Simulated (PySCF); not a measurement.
# C3H6O2Si: the cost of one run

Computed with PySCF 2.14.0, with density-fitted response routines of our own, on a single molecule in the gas phase. Atoms are numbered from 0 throughout.

### Step 1. The starting structure

12 atoms, charge 0, multiplicity 1; geometry from: GFN2-xTB. The atoms were then displaced at random by about 0.01 Å, so the start is not that level's minimum.

Bonds of the start (Å): C0–C1 1.34, C1–O2 1.34, O2–Si3 1.69, Si3–O4 1.64, O4–C5 1.40, C5–C0 1.46, C0–H6 1.08, C1–H7 1.08, Si3–H8 1.46, Si3–H9 1.43, C5–H10 1.11, C5–H11 1.09.

### Step 2. Relaxing the molecule at PBE0-D3(BJ)/def2-SVP

What the job is given:

```
{"job": {"xc": "PBE0", "basis": "def2-SVP", "d3": "d3bj", "grid": 1, "shake": 0.01, "kind": "geom"}, "charge": 0, "multiplicity": 1}
C     -1.260270    -0.227850    -0.152970
C     -0.990620     1.077020    -0.025060
O      0.237160     1.585540     0.116760
Si     1.599360     0.599930     0.241720
O      1.018110    -0.938940     0.241670
C     -0.274340    -1.303120    -0.155360
H     -2.296100    -0.511230    -0.276900
H     -1.729680     1.857940    -0.027080
H      2.169790     0.815600     1.566040
H      2.371900     0.867010    -0.926290
H     -0.608630    -2.102980     0.541190
H     -0.196980    -1.747180    -1.152760
```

On the command line:

```bash
$ OMP_NUM_THREADS=1 python probes_run.py task.json out
```

One launch serves the whole session: the jobs run in the order shown.

**Question.** How long does this first job take on 1 thread of Arm Neoverse V2, shared host, and how much memory does it need?

About 59 s, with a peak of 0.52 GiB.
